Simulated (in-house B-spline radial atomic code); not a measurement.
# Pm²⁺: ionisation energy by several methods

Aim: the ionisation energy of Pm²⁺ by several methods, each as the difference of two self-consistent energies (Pm²⁺ and the next ion, [Xe] 4f4).

Program: in-house B-spline radial atomic code version 1. Level of theory: non-relativistic, several functionals, spin-polarised; spherical all-electron atom at the radial basis limit. These are calculated values, not measurements, unless marked.

## Step 1: The system

- element: promethium (Z = 61)
- charge: +2
- electrons: 59
- configuration: [Xe] 4f5
- nucleus: point

Outer shells as boxes (Hund's rule):

[Xe] 4f5
```
[Xe] core
4f [↑ ][↑ ][↑ ][↑ ][↑ ][  ][  ]
```

Where spins are not typed, each open shell is filled with up spins first.

## Step 2: LDA (PW92)

Settings, as recorded:

```ini
Z = 61
electrons = 59.0
configuration = [Xe] 4f5
hamiltonian = nr
method = lda,pw
spin_polarised = True
```

## Step 3: TPSS, a meta-GGA

Settings, as recorded:

```ini
Z = 61
electrons = 59.0
configuration = [Xe] 4f5
hamiltonian = nr
method = tpss,tpss
spin_polarised = True
```

## Step 4: PBEsol, a GGA

Settings, as recorded:

```ini
Z = 61
electrons = 59.0
configuration = [Xe] 4f5
hamiltonian = nr
method = pbesol
spin_polarised = True
```

## Step 5: Hartree-Fock

Settings, as recorded:

```ini
Z = 61
electrons = 59.0
configuration = [Xe] 4f5
hamiltonian = nr
method = hf
spin_polarised = True
```

## Step 6: PBE, a GGA

Settings, as recorded:

```ini
Z = 61
electrons = 59.0
configuration = [Xe] 4f5
hamiltonian = nr
method = pbe,pbe
spin_polarised = True
```

Q: The tabulated ionisation energy is 22.44 ± 0.08 eV (semi-empirical; NIST Atomic Spectra Database). What does each method give, and which comes nearest?

The runs gave:

| method | rung | total energy (hartree) | ΔSCF (eV) | −ε highest (eV) | ΔSCF less tabulated (eV) |
| --- | --- | --- | --- | --- | --- |
| LDA (PW92) | LDA | -9651.0156 | 27.989 | 19.477 (4f up) | +5.549 |
| PBEsol | GGA | -9654.0157 | 27.755 | 19.256 (4f up) | +5.315 |
| PBE | GGA | -9657.2574 | 27.714 | 19.222 (4f up) | +5.274 |
| TPSS | meta-GGA | -9657.3435 | 27.523 | 19.040 (4f up) | +5.083 |
| Hartree-Fock | Hartree-Fock | -9654.5577 | 24.746 | 29.211 (4f up) | +2.306 |

Tables give 22.44 ± 0.08 eV (semi-empirical; NIST Atomic Spectra Database) for the ionisation energy. Hartree-Fock misses by +2.306 eV, the least, and LDA (PW92) by +5.549 eV (25 %), the most. Mean absolute error by rung (exchange-only levels left out): LDA 5.55 eV, GGA 5.29 eV, meta-GGA 5.08 eV, Hartree-Fock 2.31 eV. These runs lack relativity altogether, which can outweigh the gaps between the methods, so the nearest may be so by luck. PBE is off by +5.274 eV. These runs leave out relativity, which matters at this nuclear charge. Open shells are averaged (over orientations, and over spins where the run is restricted), while tables refer to the lowest levels. For the semilocal functionals minus the highest level recovers only 69 to 70 % of their own ΔSCF value, a mark of self-interaction.
